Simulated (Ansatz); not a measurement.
# AlClFH₃Si: one species, many methods

Aim: compute AlClFH₃Si with functionals from several rungs and with coupled cluster. The yardstick is the atomisation energy at the CCSD(T) limit.

The runs use Ansatz 0.2.0, Gaussian basis; functionals in def2-TZVPP, the program's frozen cores in correlated methods.

The runs, in order: LDA (SPW92), PBE-D4, revPBE-D4, BLYP-D4, r2SCAN-D4, B97M-V, PBE0-D4, B3LYP-D4, r2SCANh-D4, r2SCAN0-D4, HSE06-D4, BHLYP-D4, CAM-B3LYP-D4, LC-ωPBE, ωB97X-V, ωB97M-V, B2PLYP, PBE-QIDH; CCSD(T)/def2-SVP; CCSD(T)/def2-TZVPP; MP2/def2-QZVPP; extrapolation to the limit; RPA on PBE.

## Step 1: Structure used throughout

The geometry comes from an earlier relaxation with PBE0-D4 in a triple-zeta def2 set; it is a stationary point, not always the lowest conformer.

SMILES `[F][AlH][SiH2]Cl`, 7 atoms, charge 0, spin multiplicity 1.

Atoms are counted from 1 here; the program's logs count them from 0.

Bond lengths: F1–Al2 1.652 Å, Al2–Si3 2.455 Å, Al2–H5 1.578 Å, Si3–Cl4 2.073 Å, Si3–H6 1.488 Å, Si3–H7 1.488 Å. Angles: F1–Al2–Si3 116.0°, F1–Al2–H5 117.6°, Si3–Al2–H5 126.4°, Al2–Si3–Cl4 107.8°, Al2–Si3–H6 113.3°, Al2–Si3–H7 113.3°, Cl4–Si3–H6 107.3°, Cl4–Si3–H7 107.3°, H6–Si3–H7 107.5°.

## Step 2: LDA

This LDA is Slater exchange with PW92 correlation.

File in.yaml:

```yaml
crystal:
  periodic: [false, false, false]
  atoms:
    - {symbol: F, position_ang: [-0.961144, -2.182694, 1.156215]}
    - {symbol: Al, position_ang: [-0.858840, -1.135175, -0.117422]}
    - {symbol: Si, position_ang: [0.663669, 0.768319, 0.175134]}
    - {symbol: Cl, position_ang: [0.586383, 1.912417, -1.552003]}
    - {symbol: H, position_ang: [-1.736801, -1.446193, -1.391610]}
    - {symbol: H, position_ang: [0.287236, 1.653265, 1.309982]}
    - {symbol: H, position_ang: [2.080697, 0.361962, 0.374205]}
basis:
  gaussian: {orbitals: def2-TZVPP}
hamiltonian: {xc: lda}
output: {orbitals: {seedname: orbitals}}
```

The run is started by

```sh
ansatz run in.yaml --threads 2 --pin off --events-out ev --progress --plain --max-ram 4352MiB
```

Further steps of the session: PBE-D4 (GGA); revPBE-D4 (GGA); BLYP-D4 (GGA); r2SCAN-D4 (meta-GGA); B97M-V (meta-GGA); PBE0-D4 (hybrid); B3LYP-D4 (hybrid); r2SCANh-D4 (hybrid); r2SCAN0-D4 (hybrid); HSE06-D4 (hybrid); BHLYP-D4 (hybrid); CAM-B3LYP-D4 (range-separated); LC-ωPBE (range-separated); ωB97X-V (range-separated); ωB97M-V (range-separated); B2PLYP (double hybrid); PBE-QIDH (double hybrid); CCSD(T) in def2-SVP; CCSD(T) in def2-TZVPP; MP2 in def2-QZVPP; RPA on PBE orbitals.

**Question.** What will the summary of the whole plan be? Wanted: atomisation energy, CCSD(T)/CBS; farthest beyond LDA; mean size of error, GGA; mean size of error, meta-GGA; mean size of error, hybrid; mean size of error, range-separated; mean size of error, double hybrid; gap, smallest and largest; T1 diagnostic.

As calculated:

| quantity | value |
| --- | --- |
| atomisation energy, CCSD(T)/CBS | 2152.5 kJ/mol |
| functionals within 10.8 kJ/mol (0.5 %) | r2SCAN-D4, ωB97X-V |
| farthest beyond LDA | BHLYP-D4 (-71.4 kJ/mol) |
| mean size of error, GGA | 47.0 kJ/mol |
| mean size of error, meta-GGA | 10.5 kJ/mol |
| mean size of error, hybrid | 43.1 kJ/mol |
| mean size of error, range-separated | 17.3 kJ/mol |
| mean size of error, double hybrid | 44.0 kJ/mol |
| gap, smallest and largest | 3.81 eV (LDA (SPW92)), 10.46 eV (LC-ωPBE) |
| T1 diagnostic | 0.0118 |
| triples share of the correlation energy | 3.3 % |

In words: The LDA atomisation energy is off by 225.0 kJ/mol (10 %): it overbinds. PBE-D4 is off by -24.1 kJ/mol. Double hybrids carry the basis error of their MP2 part in triple zeta, and no dispersion term here, so their miss is partly the set-up's. By mean error the best rung here is meta-GGA (10.5 kJ/mol) and the worst beyond LDA is GGA (47.0 kJ/mol). Misses under about 10.8 kJ/mol are within the doubt on the reference itself, which lacks core-valence correlation, relativity and higher excitations. Hartree-Fock recovers 76 % of the binding; the rest is correlation. CCSD(T) in def2-SVP is off by -173.7 kJ/mol, worse than the median functional, from the basis alone. The gap grows from 3.8 to 10.5 eV across the functionals, mostly with the share of exact exchange.
